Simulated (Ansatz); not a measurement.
Geometry optimisation, DFT PBE, scalar-relativistic, plane waves, PAW in Ansatz.

input.yaml

```yaml
accuracy: low
crystal:
  lattice:
    - [0.0, 5.43, 5.43]
    - [5.43, 0.0, 5.43]
    - [5.43, 5.43, 0.0]
  atoms:
    - { symbol: Si, position: [0.0, 0.0, 0.0] }
    - { symbol: Si, position: [0.125, 0.125, 0.125] }
    - { symbol: Si, position: [0.0, 0.0, 0.5] }
    - { symbol: Si, position: [0.125, 0.125, 0.625] }
    - { symbol: Si, position: [0.0, 0.5, 0.0] }
    - { symbol: Si, position: [0.125, 0.625, 0.125] }
    - { symbol: Si, position: [0.0, 0.5, 0.5] }
    - { symbol: Si, position: [0.125, 0.625, 0.625] }
    - { symbol: Si, position: [0.5, 0.0, 0.0] }
    - { symbol: Si, position: [0.625, 0.125, 0.125] }
    - { symbol: Si, position: [0.5, 0.0, 0.5] }
    - { symbol: Si, position: [0.625, 0.125, 0.625] }
    - { symbol: Si, position: [0.5, 0.5, 0.0] }
    - { symbol: Si, position: [0.625, 0.625, 0.125] }
    - { symbol: Si, position: [0.5, 0.5, 0.5] }
    - { symbol: Si, position: [0.625, 0.625, 0.625] }
    - { symbol: O, position: [0.378266, 0.3790878, 0.8764332], spin: 1.0 }
magnetization:
  spin_polarized: true
basis:
  ecutwfc: 420.0
kpoints:
  mp_grid: { grid: [2, 2, 2] }
hamiltonian:
  xc: pbe
  pseudopotentials: { kind: paw, azcp: { folder: soft_1 } }
scf:
  occupations: { method: fermi_dirac, width: 0.05 }
  lower_state_search: "off"
relax:
  f_tol: 0.08
  max_steps: 25
  adjacent_minimum: "off"
```

Command:

```bash
$ ansatz run input.yaml --threads 1 --pin off --max-ram 3072MiB --backend cpu --events-out ev --progress --plain --runs-dir out
```

**Question.** Where does it end, and by what steps?

**Answer.** The forces met the threshold. Limits of this set-up: coarse k mesh, a small cell, in which the defect meets its images, low accuracy level. After 15 steps the energy has fallen by 3.458 eV; O17 moved furthest, 1.44 Å. Joined: Si16–O17 (2.68 → 1.66 Å).

```csv
step,energy less start (eV),largest force component (eV/Å),accepted
0,0.0000,0.425,yes
1,-0.0756,0.355,yes
2,-0.3677,0.978,yes
3,-0.6115,0.984,yes
4,-0.8187,1.445,yes
5,-0.9974,0.791,yes
6,-1.1924,0.661,yes
7,-1.4520,1.177,yes
8,-1.7191,0.996,yes
9,-2.1315,1.361,yes
10,-2.7119,1.520,yes
11,-3.1537,0.930,yes
12,-3.2633,2.152,yes
13,-3.4377,0.417,yes
14,-3.4512,0.184,yes
15,-3.4582,0.020,yes
```

```xyz
17
Lattice="0.0000 5.4300 5.4300 5.4300 0.0000 5.4300 5.4300 5.4300 0.0000" Properties=species:S:1:pos:R:3
Si -0.019 0.108 -0.120
Si 1.331 1.387 1.316
Si 2.654 2.761 -0.053
Si 4.018 4.192 1.217
Si 2.693 0.051 2.689
Si 4.281 1.471 3.751
Si 5.568 2.889 2.420
Si 6.732 4.142 4.039
Si -0.039 2.652 2.744
Si 1.312 4.102 4.024
Si 2.662 5.437 2.698
Si 4.001 6.751 4.101
Si 2.877 2.763 5.085
Si 3.864 3.872 6.864
Si 5.153 5.215 5.464
Si 6.563 6.525 6.773
O 7.466 6.794 5.401
```

Whether the end is a true minimum wasn't checked by a vibrational analysis.

Run time: 4.5 min on 1 thread of Arm Neoverse V1 (shared host), peak memory 0.67 GiB.
